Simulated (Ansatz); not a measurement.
This script drives the Python package of Ansatz (0.2.0).

`dimer.py`
```python
"""Binding of a CH4SSi dimer at a trial geometry."""

import ansatz as az

FIRST = [
    ("C", (-0.8225, 0.6531, -0.3002)),
    ("S", (-0.14, -0.3446, 0.967)),
    ("Si", (1.62, -1.1031, 0.0388)),
    ("H", (-1.7244, 1.1457, 0.0643)),
    ("H", (-0.1913, 1.5044, -0.6037)),
    ("H", (-1.1072, 0.1236, -1.2033)),
    ("H", (2.3657, -1.9791, 1.0369)),
]
SECOND = [
    ("C", (-1.8104, -1.5909, -3.9917)),
    ("S", (-3.066, -0.6485, -3.2154)),
    ("Si", (-3.6029, 0.7285, -4.7483)),
    ("H", (-1.4698, -2.3771, -3.3173)),
    ("H", (-2.1443, -2.161, -4.8741)),
    ("H", (-0.9263, -1.0334, -4.2825)),
    ("H", (-4.731, 1.6169, -4.2405)),
]

def energy(atoms, ghosts=()):
    molecule = az.Crystal.molecule()
    for symbol, xyz in atoms:
        molecule = molecule.atom(symbol, xyz)
    calc = (
        molecule.calculation()
        .basis(gaussian="cc-pVDZ")
        .functional("pbe0")
    )
    deck = calc.input()
    if ghosts:
        deck = deck.set(az.key.basis.gaussian.ghost_atoms, [{"symbol": s, "position_ang": list(xyz)} for s, xyz in ghosts])
    return az.Session.from_dict(deck).plan().execute().report["free_energy_ev"]

# ghost atoms carry the functions of the partner
both = energy(FIRST + SECOND)
alone = energy(FIRST) + energy(SECOND)
ghosted = energy(FIRST, SECOND) + energy(SECOND, FIRST)
print(f"dimer {both:.6f} eV")
print(f"interaction, uncorrected   {(both - alone):8.3f} eV")
print(f"interaction, counterpoise  {(both - ghosted):8.3f} eV")
print(f"basis-set superposition    {(alone - ghosted):8.3f} eV")
```

It is started by `python dimer.py`. Estimate its wall time and peak memory on 1 thread of AMD EPYC 7B13 (Zen 3), on a shared host.

It took about 17 s, with a peak of 0.41 GiB, for 5 runs of the engine.

Running `python dimer.py` prints:
```text
dimer -39611.779163 eV
interaction, uncorrected     -0.034 eV
interaction, counterpoise    -0.018 eV
basis-set superposition       0.015 eV
```

Uncorrected it is -0.034 eV, with the counterpoise correction -0.018 eV; the difference, 0.016 eV, is the superposition error.

Caveats:
- Total energies depend on the basis set; only differences at equal settings carry meaning.
- The dimer is a generated trial pose of unrelaxed monomers, not a minimum, so the figure is no binding energy, and the basis set is small.
- This level lacks the dispersion part of the attraction (electrostatics and induction are there), which can decide the sign where the interaction is weak.
